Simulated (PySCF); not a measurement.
# C5HClOS: the cost of one run

Computed with PySCF 2.14.0 and routines of our own; the level stands in each step. Atoms count from 0.

## 1. The system as given

9 atoms, charge 0, multiplicity 1; geometry from: GFN2-xTB.

## 2. Magnetic properties: GIAO KT3/pcSseg-1

What the job is given:

```
{"job": {"kind": "mag", "xc": "KT3", "basis": "pcSseg-1", "isotopologues": 2}, "charge": 0, "multiplicity": 1}
C     -2.528835     0.346005    -0.124195
C     -1.414306    -0.050844     0.081248
C     -0.118688    -0.597334     0.373933
O      0.048734    -1.616678     1.003635
C      0.986229     0.218251    -0.175142
Cl     0.580146     1.666694    -1.064995
C      2.251067    -0.105129    -0.019878
S      3.704594    -0.566205     0.215505
H     -3.495380     0.711233    -0.315290
```

Method: GIAO KT3/pcSseg-1 magnetisability, rotational g tensor and spin-rotation constants, non-relativistic, gas phase.

Run with:

```console
$ OMP_NUM_THREADS=1 python excited_run.py task.json out
```

This one command runs all jobs of the session in turn.

**Question.** How long does this first job take on 1 thread of Arm Neoverse N1, shared host, and how much memory does it need?

About 41 s, with a peak of 0.53 GiB.
